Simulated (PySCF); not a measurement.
**C₃H₈FNSi: geometry, spin-spin couplings**

Aim: predict the spin-spin couplings of C₃H₈FNSi (`FCC/C=N\[SiH3]`).

Programs: PySCF 2.14.0, with density-fitted response routines of our own. Each step states its level of theory. These are calculated values for one molecule in the gas phase, unless marked as measured. Atoms count from 0, in the outputs and in this text.

## (1) The molecule as given

14 atoms, charge 0, multiplicity 1; geometry from: GFN2-xTB. The atoms were then displaced at random by about 0.01 Å, so the start is not that level's minimum.

Bonds of the start (Å): F0–C1 1.36, C1–C2 1.51, C2–C3 1.54, C3–N4 1.21, N4–Si5 1.71, C1–H6 1.10, C1–H7 1.09, C2–H8 1.08, C2–H9 1.09, C3–H10 1.13, Si5–H11 1.47, Si5–H12 1.46, Si5–H13 1.46.

## (2) Optimising the geometry at PBE0-D3(BJ)/def2-SVP

Job settings and geometry (Å):

```
{"job": {"xc": "PBE0", "basis": "def2-SVP", "d3": "d3bj", "grid": 1, "shake": 0.01, "kind": "geom"}, "charge": 0, "multiplicity": 1}
F     -2.954210     0.134570     0.482460
C     -2.041160     0.418290    -0.490060
C     -0.859690    -0.515000    -0.346250
C     -0.070690    -0.245320     0.943280
N      1.108920    -0.023940     1.083120
Si     2.504080     0.127080     0.102750
H     -1.731610     1.468510    -0.366500
H     -2.516650     0.286210    -1.458760
H     -1.205940    -1.538140    -0.296780
H     -0.173610    -0.388600    -1.178950
H     -0.747630    -0.262920     1.844760
H      3.387140    -0.919380     0.640080
H      2.938080     1.489490     0.377170
H      2.355820    -0.045910    -1.344060
```

Command:

```bash
$ OMP_NUM_THREADS=1 python probes_run.py task.json out
```

The driver reads the jobs from task.json and runs them one after another.

**Question.** This job is followed by: B3LYP/6-31G* indirect spin-spin coupling, non-relativistic, gas phase. Predict these results of the whole session: point group; rotational constants (main isotopes); largest coupling of the table (B3LYP/6-31G*).

**Answer**, as computed:

| quantity | value |
| --- | --- |
| point group | C1 |
| rotational constants (main isotopes) | 9.34, 1.07, 1.01 GHz |
| largest coupling of the table (B3LYP/6-31G*) | 1J(F,C) F0–C1, -196.5 Hz |

What this shows: Relaxing lowered the energy by 0.248 eV in 7 steps; the close pair that moved most is C3–N4, from 1.208 to 1.263 Å. Of the pairs tabulated at B3LYP/6-31G*, F0–C1 couples most strongly (-196.5 Hz; Fermi contact -235.6 Hz). Couplings across rotatable bonds belong to this one conformer; where others are populated, the observed values are averages, and the simulated multiplets take (2 J gauche + J anti)/3 across rotating chain bonds. Couplings from bases without tight functions are rough.
